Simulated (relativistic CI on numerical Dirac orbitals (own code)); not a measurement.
# Dy⁶⁴⁺: one ion under different settings

How much do the settings matter for Dy⁶⁴⁺? One ion, several inputs.

The numbers are computed with relativistic CI on numerical Dirac orbitals (own code) version 3 (Dirac-Coulomb-Breit CI, KLI orbitals optimised for each configuration, model QED (radiative potential, 1s self-energy scaled to tabulated hydrogen-like ionisation energies), numerical settings as typed), except any that are marked as measured or tabulated.

## (1) The system

| Property | Result |
| --- | --- |
| ion | Dy⁶⁴⁺ (Dy LXV) |
| nuclear charge | 66 |
| electrons | 2 |
| isotope | A = 164 |

## (2) A try

Input settings:

```ini
atom Dy  Z=66  charge=64  electrons=2
nucleus A=164  rms_radius_fm=5.2218
hamiltonian dirac-coulomb  breit=on  qed=on  c_scale=1
orbitals kli  potential=per-configuration
slater_scale 1
correlation none
mixing on
grid step=0.0125 r_max=2.1
scf mixing=0.4 start=green max_iterations=4 tolerance=2e-08 node_fill=0.05
configurations
  1s2
  1s 2s
end
```

Run with:

```console
$ python run_levels.py task.json out
```

task.json lists these runs, among others, and the program works through them in turn.

Main fields of the result record, rounded:

```text
status: not_converged
warnings: ["SCF of 1s2 did not converge"]
scf_steps of the first configuration [iteration, E_Ha, residual, outer_eigenvalue_Ha]:
  - [1, -4596.662197, 0.9, -2320]
  - [2, -4596.752577, 0.54, -2302]
  - [3, -4596.803106, 0.00106, -2276]
  - [4, -4596.803107, 0.000315, -2276]
```

Wall time 0.0018 s (1 thread, shared host).

What went wrong: the run ended without a result. The SCF ran into its iteration limit before the residual met the tolerance. The input had iteration limit 4. The cure is to restore the usual settings of the SCF.

## (3) The mended input

Settings: those of step 2 with these lines changed.

```diff
@@ -8,3 +8,3 @@
 grid step=0.0125 r_max=2.1
-scf mixing=0.4 start=green max_iterations=4 tolerance=2e-08 node_fill=0.05
+scf mixing=0.4 start=green max_iterations=150 tolerance=2e-08 node_fill=0.05
 configurations
```

Result record:

```text
status: converged
levels [i, E_cm, J2, conf, term, w_term, w_jj]:
  - [0, 0, 0, "1s2", "1S", 1, 1]
  - [1, 3.7164029e+08, 2, "1s 2s", "3S", 1, 1]
  - [2, 3.7262434e+08, 0, "1s 2s", "1S", 1, 1]
total_energy [Ha]: -4586.5663719
n_levels_all: 3
overlap: 5.06387e-13
scf_iterations: [7, 6]
orbital_energies [Ha]: {"1s": -2275.85}
configurations [conf, odd, states, E_av_Ha, breit_Ha, qed_Ha]:
  - ["1s2", 0, 1, -4596.803108, 4.07, 6.174]
  - ["1s 2s", 0, 4, -2895.965415, 0.2065, 3.635]
scf_steps of the first configuration [iteration, E_Ha, residual, outer_eigenvalue_Ha]:
  - [1, -4596.662197, 0.9, -2320]
  - [2, -4596.752577, 0.54, -2302]
  - [3, -4596.803106, 0.00106, -2276]
  - [4, -4596.803107, 0.000315, -2276]
  - [5, -4596.803108, 1.65e-07, -2276]
  - [6, -4596.803108, 7.38e-08, -2276]
  - [7, -4596.803108, 9.6e-12, -2276]
```

Run time: 0.037 s. Hardware: 1 thread, shared host.

## (4) Tolerance 1e-06

Settings: those of step 3 with these lines changed.

```diff
@@ -8,3 +8,3 @@
 grid step=0.0125 r_max=2.1
-scf mixing=0.4 start=green max_iterations=150 tolerance=2e-08 node_fill=0.05
+scf mixing=0.4 start=green max_iterations=150 tolerance=1e-06 node_fill=0.05
 configurations
```

Result record:

```text
status: converged
levels [i, E_cm, J2, conf, term, w_term]:
  - [0, 0, 0, "1s2", "1S", 1]
  - [1, 3.7164029e+08, 2, "1s 2s", "3S", 1]
  - [2, 3.7262434e+08, 0, "1s 2s", "1S", 1]
total_energy [Ha]: -4586.5663718
n_levels_all: 3
overlap: 5.06554e-13
scf_iterations: [5, 5]
orbital_energies [Ha]: {"1s": -2275.85}
configurations [conf, odd, states, E_av_Ha, breit_Ha, qed_Ha]:
  - ["1s2", 0, 1, -4596.803108, 4.07, 6.174]
  - ["1s 2s", 0, 4, -2895.965415, 0.2065, 3.635]
scf_steps of the first configuration [iteration, E_Ha, residual, outer_eigenvalue_Ha]:
  - [1, -4596.662197, 0.9, -2320]
  - [2, -4596.752577, 0.54, -2302]
  - [3, -4596.803106, 0.00106, -2276]
  - [4, -4596.803107, 0.000315, -2276]
  - [5, -4596.803108, 1.65e-07, -2276]
```

Wall time 0.037 s (1 thread, shared host).

## (5) Slater scale 1.2

Input settings:

```ini
atom Dy  Z=66  charge=64  electrons=2
nucleus A=164  rms_radius_fm=5.2218
hamiltonian dirac-coulomb  breit=on  qed=on  c_scale=1
orbitals kli  potential=per-configuration
slater_scale 1.2
correlation none
mixing on
grid step=0.0125 r_max=2.1
scf mixing=0.4 start=green max_iterations=150 tolerance=2e-08 node_fill=0.05
configurations
  1s2
  1s 2s
end
```

Result record:

```text
status: converged
levels [i, E_cm, J2, conf, term, w_term]:
  - [0, 0, 0, "1s2", "1S", 1]
  - [1, 3.7160037e+08, 2, "1s 2s", "3S", 1]
  - [2, 3.727441e+08, 0, "1s 2s", "1S", 1]
total_energy [Ha]: -4586.5663696
n_levels_all: 3
overlap: 5.06387e-13
scf_iterations: [7, 6]
orbital_energies [Ha]: {"1s": -2275.85}
configurations [conf, odd, states, E_av_Ha, breit_Ha, qed_Ha]:
  - ["1s2", 0, 1, -4596.803108, 4.07, 6.174]
  - ["1s 2s", 0, 4, -2895.965415, 0.2065, 3.635]
scf_steps of the first configuration [iteration, E_Ha, residual, outer_eigenvalue_Ha]:
  - [1, -4596.662197, 0.9, -2320]
  - [2, -4596.752577, 0.54, -2302]
  - [3, -4596.803106, 0.00106, -2276]
  - [4, -4596.803107, 0.000315, -2276]
  - [5, -4596.803108, 1.65e-07, -2276]
  - [6, -4596.803108, 7.38e-08, -2276]
  - [7, -4596.803108, 9.6e-12, -2276]
```

It took 0.037 s on 1 thread, shared host.

## (6) Start potential bare, node fill 0.2

Input settings:

```ini
atom Dy  Z=66  charge=64  electrons=2
nucleus A=164  rms_radius_fm=5.2218
hamiltonian dirac-coulomb  breit=on  qed=on  c_scale=1
orbitals kli  potential=per-configuration
slater_scale 1
correlation none
mixing on
grid step=0.0125 r_max=2.1
scf mixing=0.4 start=bare max_iterations=150 tolerance=2e-08 node_fill=0.2
configurations
  1s2
  1s 2s
end
```

Result record:

```text
status: converged
levels [i, E_cm, J2, conf, term, w_term]:
  - [0, 0, 0, "1s2", "1S", 1]
  - [1, 3.7164034e+08, 2, "1s 2s", "3S", 1]
  - [2, 3.7262396e+08, 0, "1s 2s", "1S", 1]
total_energy [Ha]: -4586.5663719
n_levels_all: 3
overlap: 5.05516e-13
scf_iterations: [7, 7]
orbital_energies [Ha]: {"1s": -2275.85}
configurations [conf, odd, states, E_av_Ha, breit_Ha, qed_Ha]:
  - ["1s2", 0, 1, -4596.803108, 4.07, 6.174]
  - ["1s 2s", 0, 4, -2895.965002, 0.2063, 3.635]
scf_steps of the first configuration [iteration, E_Ha, residual, outer_eigenvalue_Ha]:
  - [1, -4596.664216, 0.923, -2321]
  - [2, -4596.753305, 0.554, -2303]
  - [3, -4596.803106, 0.00139, -2276]
  - [4, -4596.803107, 0.000523, -2276]
  - [5, -4596.803108, 1.85e-07, -2276]
  - [6, -4596.803108, 9.66e-08, -2276]
  - [7, -4596.803108, 1.01e-11, -2276]
```

Wall time 0.037 s (1 thread, shared host).

## (7) Tolerance 0.0001

Settings: those of step 6 with these lines changed.

```diff
@@ -8,3 +8,3 @@
 grid step=0.0125 r_max=2.1
-scf mixing=0.4 start=bare max_iterations=150 tolerance=2e-08 node_fill=0.2
+scf mixing=0.4 start=green max_iterations=150 tolerance=0.0001 node_fill=0.05
 configurations
```

Result record:

```text
status: converged
levels [i, E_cm, J2, conf, term, w_term]:
  - [0, 0, 0, "1s2", "1S", 1]
  - [1, 3.7164029e+08, 2, "1s 2s", "3S", 1]
  - [2, 3.7262434e+08, 0, "1s 2s", "1S", 1]
total_energy [Ha]: -4586.5663718
n_levels_all: 3
overlap: 5.06554e-13
scf_iterations: [5, 5]
orbital_energies [Ha]: {"1s": -2275.85}
configurations [conf, odd, states, E_av_Ha, breit_Ha, qed_Ha]:
  - ["1s2", 0, 1, -4596.803108, 4.07, 6.174]
  - ["1s 2s", 0, 4, -2895.965415, 0.2065, 3.635]
scf_steps of the first configuration [iteration, E_Ha, residual, outer_eigenvalue_Ha]:
  - [1, -4596.662197, 0.9, -2320]
  - [2, -4596.752577, 0.54, -2302]
  - [3, -4596.803106, 0.00106, -2276]
  - [4, -4596.803107, 0.000315, -2276]
  - [5, -4596.803108, 1.65e-07, -2276]
```

It took 0.037 s on 1 thread, shared host.

## (8) Tolerance 0.01

Settings: those of step 7 with these lines changed.

```diff
@@ -8,3 +8,3 @@
 grid step=0.0125 r_max=2.1
-scf mixing=0.4 start=green max_iterations=150 tolerance=0.0001 node_fill=0.05
+scf mixing=0.4 start=green max_iterations=56 tolerance=0.01 node_fill=0.05
 configurations
```

Result record:

```text
status: converged
levels [i, E_cm, J2, conf, term, w_term]:
  - [0, 0, 0, "1s2", "1S", 1]
  - [1, 3.7164036e+08, 2, "1s 2s", "3S", 1]
  - [2, 3.7262443e+08, 0, "1s 2s", "1S", 1]
total_energy [Ha]: -4586.5666944
n_levels_all: 3
overlap: 5.05228e-13
scf_iterations: [3, 3]
orbital_energies [Ha]: {"1s": -2275.8}
configurations [conf, odd, states, E_av_Ha, breit_Ha, qed_Ha]:
  - ["1s2", 0, 1, -4596.803106, 4.07, 6.174]
  - ["1s 2s", 0, 4, -2895.965344, 0.2065, 3.635]
scf_steps of the first configuration [iteration, E_Ha, residual, outer_eigenvalue_Ha]:
  - [1, -4596.662197, 0.9, -2320]
  - [2, -4596.752577, 0.54, -2302]
  - [3, -4596.803106, 0.00106, -2276]
```

It took 0.036 s on 1 thread, shared host.

A bad setting: its result is shown only for the comparison.

## (9) The runs side by side

| setting | total energy less usual (Ha) | largest shift of a level among the lowest eight of both runs, same label and place (cm⁻¹) | SCF iterations | time | lowest level | kind of change |
| --- | --- | --- | --- | --- | --- | --- |
| usual | 0 | 0 | 13 | 0.037 s | 1s2 1S0 | - |
| tolerance 1e-06 | 0 | 0.0246 | 10 | 0.037 s | 1s2 1S0 | numerical |
| Slater scale 1.2 | 2.25e-06 | 120000 | 13 | 0.037 s | 1s2 1S0 | model term |
| start potential bare, node fill 0.2 | 0 | 385 | 14 | 0.037 s | 1s2 1S0 | numerical |
| tolerance 0.0001 | 0 | 0.0246 | 10 | 0.037 s | 1s2 1S0 | numerical |
| tolerance 0.01 | -0.000322 | 83.5 | 6 | 0.036 s | 1s2 1S0 | unsound |

## (10) Results

```
                    quantity          value
lowest level, usual settings        1s2 1S0
                total energy  -4586.5664 Ha
            first excitation     46.078 keV
       runs without a result              1
```

What this shows: Among the runs whose levels can be followed, they move most under «Slater scale 1.2» (model term), by up to 120000 cm⁻¹. No visible change in the result comes from «tolerance 1e-06» or «tolerance 0.0001». Only the listed configurations are in the model.
